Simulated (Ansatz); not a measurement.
# ScRu3: energies, forces and stress near the listed structure

A set of self-consistent runs on ScRu3 under further strains and shifts, swapped elements, distortions that keep the symmetry, to map its energy surface near the listed cell.

Computed with Ansatz 0.2.0 (DFT PBE, scalar-relativistic, plane waves, PAW, unless a step's input says otherwise).

**1. The system as given**

The structure is tetragonal, space group I4/mmm (No. 139). Conventional cell: a = 3.899 Å, b = 3.899 Å, c = 8.045 Å, α = 90.00°, β = 90.00°, γ = 90.00°. Around Sc (site symmetry 4/mmm) lie 12 Ru at 2.76 to 2.80 Å. Ru (site symmetry -4m2) has 8 Ru at 2.76 to 2.80 Å and 4 Sc at 2.80 Å as nearest neighbours. Around Ru (site symmetry 4/mmm) lie 4 Sc at 2.76 Å and 8 Ru at 2.80 Å.

Structure file:

```xyz
4
Lattice="-1.9493 1.9493 4.0223 1.9493 -1.9493 4.0223 1.9493 1.9493 -4.0223" Properties=species:S:1:pos:R:3 pbc="T T T"
Sc    0.0000    0.0000    0.0000
Ru    0.0000    1.9493    2.0111
Ru    1.9493    0.0000    2.0111
Ru    0.0000    0.0000    4.0223
```

The structure comes from the Materials Project (structure only).

**2. A distortion that keeps the symmetry**

Against the listed cell: strain xx, yy, zz, yz, xz, xy = +1.9, +1.9, +0.4, +0.0, +0.0, +0.0 %.

File input.yaml:

```yaml
crystal:
  lattice:
    - [-1.9864703543, 1.9864703543, 4.0387421702]
    - [1.9864703543, -1.9864703543, 4.0387421702]
    - [1.9864703543, 1.9864703543, -4.0387421702]
  atoms:
    - { symbol: Sc, position: [0.0, 0.0, 0.0] }
    - { symbol: Ru, position: [0.75, 0.25, 0.5] }
    - { symbol: Ru, position: [0.25, 0.75, 0.5] }
    - { symbol: Ru, position: [0.5, 0.5, 0.0] }
basis:
  ecutwfc: 420
kpoints:
  mp_grid: { grid: [16, 16, 16] }
hamiltonian:
  xc: pbe
scf:
  occupations: { method: gaussian, width: 0.1 }
output:
  forces: true
  stress: true
  eigenvalues: true
  populations: true
```

**3. A distortion that keeps the symmetry**

input.yaml, as its differences from that of step 2:

```diff
@@ -2,5 +2,5 @@
   lattice:
-    - [-1.9864703543, 1.9864703543, 4.0387421702]
-    - [1.9864703543, -1.9864703543, 4.0387421702]
-    - [1.9864703543, 1.9864703543, -4.0387421702]
+    - [-1.8989681178, 1.8989681178, 3.7978471622]
+    - [1.8989681178, -1.8989681178, 3.7978471622]
+    - [1.8989681178, 1.8989681178, -3.7978471622]
   atoms:
@@ -22,2 +22 @@
   eigenvalues: true
-  populations: true
```

**4. One element swapped, cell strained: Sc → Y, first probe**

File input.yaml:

```yaml
crystal:
  lattice:
    - [-2.000393065, 2.000393065, 4.1278060133]
    - [2.000393065, -2.000393065, 4.1278060133]
    - [2.000393065, 2.000393065, -4.1278060133]
  atoms:
    - { symbol: "Y", position: [0.0, 0.0, 0.0] }
    - { symbol: Ru, position: [0.75, 0.25, 0.5] }
    - { symbol: Ru, position: [0.25, 0.75, 0.5] }
    - { symbol: Ru, position: [0.5, 0.5, 0.0] }
basis:
  ecutwfc: 420
kpoints:
  mp_grid: { grid: [6, 6, 6] }
hamiltonian:
  xc: pbe
scf:
  occupations: { method: gaussian, width: 0.1 }
output:
  forces: true
  stress: true
  eigenvalues: true
```

**5. Substitution of an element, cell strained: Sc → Y**

input.yaml, as its differences from that of step 4:

```diff
@@ -13,3 +13,3 @@
 kpoints:
-  mp_grid: { grid: [6, 6, 6] }
+  mp_grid: { grid: [14, 14, 14] }
 hamiltonian:
```

**6. A change within the space group**

File input.yaml:

```yaml
crystal:
  lattice:
    - [-1.9422611602, 1.9422611602, 4.2491884353]
    - [1.9422611602, -1.9422611602, 4.2491884353]
    - [1.9422611602, 1.9422611602, -4.2491884353]
  atoms:
    - { symbol: Sc, position: [0.0, 0.0, 0.0] }
    - { symbol: Ru, position: [0.75, 0.25, 0.5] }
    - { symbol: Ru, position: [0.25, 0.75, 0.5] }
    - { symbol: Ru, position: [0.5, 0.5, 0.0] }
basis:
  ecutwfc: 420
kpoints:
  mp_grid: { grid: [16, 16, 16] }
hamiltonian:
  xc: pbe
scf:
  occupations: { method: gaussian, width: 0.1 }
output:
  forces: true
  stress: true
  eigenvalues: true
```

What does the calculation give? Wanted: for each run, case; energy; pressure; largest force.

The runs gave:

| step | case | energy (meV/atom) | pressure (GPa) | largest force (eV/Å) | gap on the mesh (eV) |
| --- | --- | --- | --- | --- | --- |
| 2 | a distortion that keeps the symmetry | +0.0 | -9.3 | 0.00 | 0.00 |
| 3 | a distortion that keeps the symmetry | +83.1 | 25.6 | 0.00 | 0.00 |
| 5 | substitution of an element, cell strained: Sc → Y | n/a | 0.3 | 0.00 | 0.00 |
| 6 | a change within the space group | +7.5 | -9.8 | 0.00 | 0.00 |

Energies are counted from step 2, with the smearing taken to zero. Other atoms or functionals have another zero of energy (n/a). A gap of 0.00 means none on the mesh at this level.

In words: The distorted cells of the listed formula and level show no gap on the mesh.
